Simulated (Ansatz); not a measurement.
**Ag3IO: one candidate of a structure search**

The task: take a trial cell of Ag3IO to zero force and stress.

Method: DFT PBE, scalar-relativistic, plane waves, PAW, in Ansatz 0.2.0.

## Step 1: Starting point

The structure is cubic, space group Pm-3m (No. 221). The conventional cell has a = 5.285 Å, b = 5.285 Å, c = 5.285 Å, α = 90.00°, β = 90.00°, γ = 90.00°. Ag (site symmetry 4/mmm) is surrounded by 2 I at 2.64 Å and 8 Ag at 3.74 Å and 4 O at 3.74 Å. Around I (site symmetry m-3m) lie 6 Ag at 2.64 Å. O (site symmetry m-3m) has 12 Ag at 3.74 Å as nearest neighbours.

Structure file:

```cif
data_structure
_symmetry_space_group_name_H-M 'Pm-3m'
_symmetry_Int_Tables_number 221
_cell_length_a 5.2848
_cell_length_b 5.2848
_cell_length_c 5.2848
_cell_angle_alpha 90.000
_cell_angle_beta 90.000
_cell_angle_gamma 90.000
_cell_volume 147.60
loop_
_atom_site_label
_atom_site_type_symbol
_atom_site_symmetry_multiplicity
_atom_site_Wyckoff_symbol
_atom_site_fract_x
_atom_site_fract_y
_atom_site_fract_z
_atom_site_occupancy
Ag1 Ag 3 d 0.50000 0.00000 0.00000 1
I1 I 1 a 0.00000 0.00000 0.00000 1
O1 O 1 b 0.50000 0.50000 0.50000 1
```

Recipe of the guess: antiperovskite family, tilts a0a0a0 (Pm-3m, No. 221). Its size is a rough estimate.

## Step 2: A first look at the guess

Contents of input.yaml:

```yaml
crystal:
  lattice:
    - [5.28478951, 0.0, 0.0]
    - [0.0, 5.28478951, 0.0]
    - [0.0, 0.0, 5.28478951]
  atoms:
    - { symbol: Ag, position: [0.5, 0.0, 0.0] }
    - { symbol: Ag, position: [0.0, 0.5, 0.0] }
    - { symbol: Ag, position: [0.0, 0.0, 0.5] }
    - { symbol: I, position: [0.0, 0.0, 0.0] }
    - { symbol: O, position: [0.5, 0.5, 0.5] }
basis:
  ecutwfc: 420
kpoints:
  mp_grid: { grid: [4, 4, 4] }
hamiltonian:
  xc: pbe
scf:
  occupations: { method: gaussian, width: 0.1 }
  lower_state_search: "off"
output:
  forces: true
  stress: true
  eigenvalues: true
```

The run is started by

```
ansatz run input.yaml --threads 1 --pin off --max-ram 2048MiB --backend cpu --events-out ev --progress --plain --runs-dir out
```

The session goes on with these runs: spin check on a coarse mesh; relaxation on the finer mesh.

Q: Predict the outcome of this session. Wanted: conventional cell; volume; energy over the elements; gap on the mesh.

The runs gave:

```
                                                              quantity                                                                      value
                                symmetry at the end (tolerance 0.05 Å)                                                space group Pm-3m (No. 221)
                                                     conventional cell  a = 5.360 Å, b = 5.360 Å, c = 5.360 Å, α = 90.00°, β = 90.00°, γ = 90.00°
                                                                volume                                                              30.79 Å³/atom
energy over the elements (uncorrected; H, N, O, F and Cl as molecules)                                                              +1.03 eV/atom
                                                       gap on the mesh                                                               none (metal)
```

In words: The space group Pm-3m (No. 221) is kept, and the volume per atom grows by 4.3 % from the first guess. With a positive formation energy it can't be a ground state. No finished test with a distortion of lower symmetry is shown, so the end may be a saddle point. The runs treat I without spin-orbit coupling. Some metallic runs here have no spin polarisation while others do, so their energies compare only roughly. Other magnetic orders were not searched.
